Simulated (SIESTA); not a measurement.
ScSi2:

```xyz
3
Lattice="3.6600 0.0000 0.0000 -1.8300 3.1697 0.0000 0.0000 0.0000 3.8700" Properties=species:S:1:pos:R:3 pbc="T T T"
Sc    0.0000    0.0000    0.0000
Si    1.8300    1.0566    1.9350
Si    0.0000    2.1131    1.9350
```

```yaml
Program: SIESTA 5.4.2
Task: single point
Functional: PBE
Potentials_or_basis: PseudoDojo 0.4 standard (PBE files)
Basis: DZP (energy shift 0.003 Ry; two zetas on semicore shells)
Grid_cutoff: 800 Ry
Energy_shift: 0.003 Ry
k_mesh: 8 × 8 × 7
Occupations: fermi-dirac, width 0.05 eV
Spin: no spin polarisation
```

On this cell: pressure 26.3 GPa; largest force under 0.003 eV/Å; band gap on the k mesh none (metal or under the smearing width).

The same run follows on a disturbed copy (atoms moved at random, drawn with an rms of 0.05 Å):

```
Sc Si
1.0
     3.66000    0.00000    0.00000
    -1.83000    3.16965    0.00000
     0.00000    0.00000    3.87000
Sc Si
1 2
Direct
  0.99981 0.00282 0.98772
  0.67459 0.34644 0.50953
  0.32321 0.67437 0.50000
```

**Question.** What does the disturbed cell give?

**Answer.** The energy (extrapolated to zero smearing) moves by +23.5 meV/atom; pressure 26.8 GPa; largest force 1.728 eV/Å; band gap on the k mesh none (metal or under the smearing width).

Forces on the atoms (eV/Å):
```
Sc  -0.088  0.123  0.647
Si  -1.515 -0.626 -0.239
Si   1.603  0.502 -0.408
```

Stress tensor (GPa, compression positive):
```
41.61  5.81 -0.22
 5.81 37.73  0.10
-0.22  0.10  0.99
```

Caveats: the basis of atomic orbitals isn't converged, which shifts pressures, moduli and gaps; so large a pressure means that the cell lies far from this level's equilibrium, or that cutoff or potentials fall short (some runs).
